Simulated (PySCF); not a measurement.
# H4LuO4 (Lu(OH)4-): the cost of one run

Computed with PySCF 2.14.0. Level: PBE, Lu lcecp-1-SVP with ECP60, O def2-SVP, H def2-SVP; scalar-relativistic core potentials, no spin–orbit coupling.

2 further runs of the same task are left out: 2 for a known fault of the program.

## 1. Where the work starts

9 atoms, charge -1, spin multiplicity 1.

Bond lengths: Lu1–O2 2.105 Å, Lu1–H3 2.739 Å, Lu1–O4 2.100 Å, Lu1–O6 2.107 Å, Lu1–H7 2.734 Å, Lu1–O8 2.098 Å, O2–H3 0.972 Å, O4–H5 0.970 Å, O6–H7 0.972 Å, O8–H9 0.970 Å. Angles: O2–Lu1–H3 17.6°, O2–Lu1–O4 110.6°, O2–Lu1–O6 106.5°, O2–Lu1–H7 107.6°, O2–Lu1–O8 109.6°, H3–Lu1–O4 120.7°, H3–Lu1–O6 89.2°, H3–Lu1–H7 92.1°, H3–Lu1–O8 114.4°, O4–Lu1–O6 108.1°, O4–Lu1–H7 91.7°, O4–Lu1–O8 111.0°, O6–Lu1–H7 17.8°, O6–Lu1–O8 110.8°, H7–Lu1–O8 124.9°, Lu1–O2–H3 121.4°, Lu1–H3–O2 41.0°, Lu1–O4–H5 130.8° and more.

Geometry (Å):

```xyz
9

Lu   -0.01039    0.00556    0.00379
O     1.18556    1.26528    1.19209
H     2.13859    1.36025    1.02894
O    -1.12239   -1.30902    1.20585
H    -2.04056   -1.61214    1.13279
O     1.31009   -1.13976   -1.17300
H     1.57658   -2.03192   -0.89409
O    -1.27164    1.16669   -1.20484
H    -1.33594    2.12975   -1.29792
```

Formal oxidation states: Lu +3. Each metal's 14 4f electrons lie in its core potential, so multiplicities, spins and levels count the valence alone. An earlier session relaxed this geometry at PBE, Lu lcecp-1-SVP with ECP60, O def2-SVP, H def2-SVP (singlet, point group C1).

Its energy there is -343.029545 Eh.

## 2. Atoms moved at random, σ = 0.03 Å

The input, run.py (the lines that set the calculation):

```python
mol = gto.M(atom='''
Lu     0.01686     0.04505     0.00334
O      1.18722     1.25237     1.17323
H      2.13468     1.35221     1.01351
O     -1.13535    -1.30795     1.18269
H     -2.04090    -1.69840     1.14033
O      1.30212    -1.13868    -1.14399
H      1.56920    -1.99686    -0.84381
O     -1.31965     1.19987    -1.19559
H     -1.28427     2.12708    -1.33609''',
    basis={'Lu': 'lcecp-1-SVP', 'O': 'def2-SVP', 'H': 'def2-SVP'},
    ecp={'Lu': 'lcecp-1-SVP'},
    charge=-1, spin=0)
mf = dft.RKS(mol, xc='PBE')
mf.grids.atom_grid = (50, 194)  # f atoms: unpruned, at least (60, 302)
mf = mf.density_fit()  # fitting sets: Lu AutoAux, O def2-universal-JKFIT, H def2-universal-JKFIT
mf.conv_tol = 1e-08; mf.max_cycle = 55
mf.kernel(dm0)  # dm0: the density of the relaxed state
```

The run is started by

```bash
OMP_NUM_THREADS=2 python run.py
```

**Question.** How long does this run take on 2 threads of Arm Neoverse V1, shared host?

About 5.9 s.
